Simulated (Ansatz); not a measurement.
Ti3Sn, space group Pm-3m: a comparison of functionals at one structure, run with Ansatz 0.2.0, Python API.

The script, `ti3sn.py`:
```python
import ansatz
from tabulate import tabulate

KMESH = (6, 6, 6)
SMEARING = "fermi_dirac"
SIGMA = 0.15
SCF_TOL = 1e-10


def main() -> None:
    ti3sn = (
        ansatz.Lattice.cubic(4.15692889)
        .space_group(221)
        .atom("Ti", [0.5, 0.5, 0.0])
        .atom("Sn", [0.0, 0.0, 0.0])
    )

    job = (
        ti3sn.calculation()
        .basis(17 * ansatz.Ha)
        .kpoints(*KMESH)
        .occupations(SMEARING, width=SIGMA)
        .scf(tolerance=SCF_TOL)
        .forces()
        .stress()
    )

    rows = []
    for value in ["lda", "blyp", "pbesol"]:
        summary = job.functional(value).run(threads=1).report
        rows.append((value, summary["free_energy_ev"] / len(summary["lattice"]["sites"]), summary["n_iterations"], sum(summary["stress_gpa"][i][i] for i in range(3)) / 3, max(abs(f) for row in summary["forces_ev_ang"] for f in row), summary["n_kpoints"]))

    print(tabulate(rows, headers=["functional", "F/atom (eV)", "iterations", "P (GPa)", "max component (eV/A)", "k-points"], floatfmt=".4f", tablefmt="simple"))


if __name__ == "__main__":
    main()
```

Which functional puts this cell under the lowest pressure, and which under the highest?

From lowest to highest: LDA (-7.2 GPa), PBEsol (-3.3 GPa) and BLYP (5.1 GPa). At a fixed cell a lower pressure usually means a smaller equilibrium volume, so LDA prefers the smallest cell and BLYP the largest.

What the script printed:

```console
$ python ti3sn.py
functional      F/atom (eV)    iterations    P (GPa)    max component (eV/A)    k-points
------------  -------------  ------------  ---------  ----------------------  ----------
lda              -3307.9623             9    -7.1575                  0.0000          20
blyp             -3389.7769             9     5.1231                  0.0000          20
pbesol           -3343.2269             9    -3.2593                  0.0000          20
```

The run is spin-unpolarised. BLYP can be off by several per cent in the lattices of metals, and by several GPa in the pressure at a fixed cell. For a metal this k-point mesh is coarse: on a finer one energies can move by several to tens of meV an atom and pressures by half a GPa or more, differences at one mesh by less. A Fermi-Dirac width this large means warm electrons, whose thermal share enters the free energy. Forces vanish by symmetry here and test nothing. Pressure is positive in compression. This cell is a computed structure, which may not be the phase found in nature. Total energies of different functionals can't be compared; pressures, moments and gaps at this one structure can. Timing: 9.5 s on 1 thread of Intel(R) Xeon(R) Processor @ 2.30GHz, with other jobs on the host, peak memory 0.55 GiB.
